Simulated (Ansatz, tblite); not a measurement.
# (NaCl)8 cage of four- and six-membered rings (Na8Cl8): spin states and exact exchange

Aim: set other spin states of (NaCl)8 cage of four- and six-membered rings (Na8Cl8) against its singlet, on many levels of theory.

The runs use Ansatz 0.2.0, Gaussian basis; as each input shows.

The runs, in order: triplet, at the geometry of the singlet (GFN1-xTB, GFN2-xTB, PBE0-D4/def2-SVP, PBE-D4/def2-SVP); the singlet's energies come from earlier runs.

4 further runs of the same task are left out: 4 that didn't finish.

## (1) The structure

The singlet was relaxed beforehand with PBE-D4/def2-SVP.

16 atoms, charge 0, spin multiplicity 1.

Bond lengths: Na1–Cl2 2.618 Å, Na1–Cl4 2.655 Å, Na1–Cl6 2.619 Å, Cl2–Na3 2.654 Å, Cl2–Na9 2.645 Å, Na3–Cl4 2.621 Å, Na3–Cl10 2.613 Å, Cl4–Na5 2.642 Å, Na5–Cl6 2.698 Å, Na5–Cl12 2.623 Å, Cl6–Na7 2.625 Å, Na7–Cl8 2.703 Å, Na7–Cl13 2.639 Å, Cl8–Na9 2.626 Å, Cl8–Na14 2.615 Å, Na9–Cl10 2.702 Å, Cl10–Na11 2.621 Å, Na11–Cl12 2.701 Å and more. Angles: Cl2–Na1–Cl4 98.3°, Cl2–Na1–Cl6 107.8°, Cl4–Na1–Cl6 96.4°, Na1–Cl2–Na3 81.4°, Na1–Cl2–Na9 96.1°, Na3–Cl2–Na9 84.3°, Cl2–Na3–Cl4 98.3°, Cl2–Na3–Cl10 96.5°, Cl4–Na3–Cl10 108.6°, Na1–Cl4–Na3 81.3°, Na1–Cl4–Na5 84.3°, Na3–Cl4–Na5 96.2°, Cl4–Na5–Cl6 94.8°, Cl4–Na5–Cl12 154.2°, Cl6–Na5–Cl12 103.1°, Na1–Cl6–Na5 84.0°, Na1–Cl6–Na7 150.9°, Na5–Cl6–Na7 99.9° and more.

## (2) Triplet at the fixed geometry, GFN1-xTB

Tight binding, by tblite at 300 K electronic temperature and without a spin-polarisation term:

```python
tblite.interface.Calculator('GFN1-xTB', numbers, positions, charge=0, uhf=2).singlepoint()
```

Energy -1007.2530 eV; 0.046 s.

## (3) Triplet at the fixed geometry, GFN2-xTB

Tight binding, by tblite at 300 K electronic temperature and without a spin-polarisation term:

```python
tblite.interface.Calculator('GFN2-xTB', numbers, positions, charge=0, uhf=2).singlepoint()
```

Energy -1059.9448 eV; 0.081 s.

## (4) Triplet at the fixed geometry, PBE0-D4/def2-SVP

The input, in.yaml:

```yaml
crystal:
  periodic: [false, false, false]
  atoms:
    - {symbol: Na, position_ang: [-1.716383, 0.091384, 3.744782]}
    - {symbol: Cl, position_ang: [-0.125565, -1.982398, 3.892295]}
    - {symbol: Na, position_ang: [1.716812, -0.078081, 3.733256]}
    - {symbol: Cl, position_ang: [0.125442, 1.999143, 3.878329]}
    - {symbol: Na, position_ang: [-0.291304, 2.221100, 1.278741]}
    - {symbol: Cl, position_ang: [-2.328441, 0.453294, 1.224577]}
    - {symbol: Na, position_ang: [-2.218807, -0.285798, -1.291891]}
    - {symbol: Cl, position_ang: [-0.475127, -2.350285, -1.225921]}
    - {symbol: Na, position_ang: [0.271973, -2.217639, 1.288248]}
    - {symbol: Cl, position_ang: [2.338283, -0.477809, 1.226637]}
    - {symbol: Na, position_ang: [2.213025, 0.289668, -1.275906]}
    - {symbol: Cl, position_ang: [0.458815, 2.343293, -1.231923]}
    - {symbol: Cl, position_ang: [-1.979376, 0.122451, -3.887888]}
    - {symbol: Na, position_ang: [-0.075824, -1.722167, -3.732362]}
    - {symbol: Cl, position_ang: [1.996334, -0.125969, -3.873053]}
    - {symbol: Na, position_ang: [0.090133, 1.719833, -3.747920]}
basis:
  gaussian: {orbitals: def2-SVP}
magnetization: {spin_polarized: true, initial_magnetization: 2}
hamiltonian: {xc: pbe0, dispersion: d4}
scf: {omitted_lower_state_checks: [starts]}
output: {orbitals: {seedname: orbitals}}
```

The run is started by

```console
$ ansatz run in.yaml --threads 6 --pin off --events-out ev --progress --plain --max-ram 7833MiB
```

Standard output:

```text
Functional definition: PBE0
  name "PBE0"
  cite "Adamo & Barone, J. Chem. Phys. 110, 6158 (1999) doi:10.1063/1.478522"
  cite "Perdew, Burke & Ernzerhof, Phys. Rev. Lett. 77, 3865 (1996) doi:10.1103/PhysRevLett.77.3865"
  parent pbe
  parameter a = 0.25
  parameter kappa = 0.804
  parameter beta = 0.06672455060314922
  exchange = (1 - a)*pbe_x(kappa = kappa, mu = beta*pi^2/3) + a*exact_x
  correlation = pbe_c(beta = beta)
these checks for a lower state are left out or cut short: starts
2344 factors; integrals over basis functions are off by at most 4.3e-4 eV
mean field evaluation 1: about -135431.4079 eV, gradient 2.5e1 eV
mean field evaluation 2: about -135432.4662 eV, gradient 2.3e1 eV
mean field evaluation 4: about -135435.1282 eV, gradient 3.0e0 eV
mean field evaluation 8: about -135435.4640 eV, gradient 4.6e-1 eV
mean field evaluation 16: about -135435.4666 eV, gradient 4.2e-2 eV
mean field evaluation 32: about -135435.4713 eV, gradient 2.2e-5 eV
mean field -135435.47130830 eV, -4977.1617691202 hartree, gradient 4.2e-6 eV, S^2 2.001743; 0 other end points of the search recorded, 0 dependent functions left out
reference -135435.47136868 eV, -4977.1617713393 hartree; 113, 111 occupied and 151, 153 virtual orbitals, 2344 factors
Total energy: -135436.08394461 eV, -4977.1842830897 hartree
Checks for a lower state left out: starts
```

Wall time 64 s (6 threads of Intel Xeon 6975P-C, shared host); peak memory 3 GiB.

From the report: HOMO -1.97 eV, LUMO -7.45 eV (over both spins; with the spin held, an empty level of the minority spin lies below the top filled one); ⟨S²⟩ 2.002 (pure: 2.00).

## (5) Triplet at the fixed geometry, PBE-D4/def2-SVP

start.molden holds the orbitals of an earlier run on this state, given as this run's starting guess.

Edit in.yaml of step 4 so:

```diff
@@ -20,5 +20,5 @@
 basis:
-  gaussian: {orbitals: def2-SVP}
+  gaussian: {orbitals: def2-SVP, initial_orbitals: start.molden}
 magnetization: {spin_polarized: true, initial_magnetization: 2}
-hamiltonian: {xc: pbe0, dispersion: d4}
+hamiltonian: {xc: pbe, dispersion: d4}
 scf: {omitted_lower_state_checks: [starts]}
```

Same command.

Standard output:

```text
Functional definition: PBE
  name "PBE"
  cite "Perdew, Burke & Ernzerhof, Phys. Rev. Lett. 77, 3865 (1996) doi:10.1103/PhysRevLett.77.3865"
  parent pbe
  parameter kappa = 0.804
  parameter beta = 0.06672455060314922
  exchange = pbe_x(kappa = kappa, mu = beta*pi^2/3)
  correlation = pbe_c(beta = beta)
these checks for a lower state are left out or cut short: starts
2960 factors; their error is unknown
mean field evaluation 1: about -135424.3925 eV, gradient 8.2e0 eV
mean field evaluation 2: about -135424.5969 eV, gradient 4.0e-1 eV
mean field evaluation 4: about -135424.2601 eV, gradient 2.4e-1 eV
mean field evaluation 8: about -135424.2626 eV, gradient 1.2e-2 eV
mean field evaluation 16: about -135424.2626 eV, gradient 1.9e-4 eV
mean field -135424.26257425 eV, -4976.7498557418 hartree, gradient 1.3e-6 eV, S^2 2.000310; 0 other end points of the search recorded, 0 dependent functions left out
reference -135424.26265215 eV, -4976.7498586045 hartree; 113, 111 occupied and 151, 153 virtual orbitals, 2960 factors
Total energy: -135424.92880670 eV, -4976.7743393324 hartree
Checks for a lower state left out: starts
```

Run time: 32 s. Hardware: 6 threads of Intel Xeon 6975P-C, shared host; peak memory 1.7 GiB.

Report: HOMO -1.85 eV, LUMO -7.05 eV (over both spins; with the spin held, an empty level of the minority spin lies below the top filled one); ⟨S²⟩ 2.000 (pure: 2.00).

## (6) Triplet less singlet, vertical

The singlet's energies are those of its earlier runs, whose logs aren't repeated here.

| level | triplet less singlet, vertical (kJ/mol) | time |
| --- | --- | --- |
| GFN1-xTB | +560.2 | 0.074 s |
| GFN2-xTB | +271.8 | 0.13 s |
| PBE-D4/def2-SVP | +491.7 | 35 s |
| PBE0-D4/def2-SVP | +603.3 | 72 s |

Times add the two runs; a level without a time comes out of a correlated run. Tight binding without a spin term can't rank spin states.

## (7) What came out

```
                                               quantity                                       value
triplet less singlet, vertical, functionals in def2-SVP  +491.7 (PBE-D4) to +603.3 kJ/mol (PBE0-D4)
```

In words: All functionals put the triplet above the singlet, over a spread of 111.6 kJ/mol. The checks for a lower triplet were left out, so another state of that spin may lie lower. These are electronic energies, without zero-point motion, entropy or surroundings.
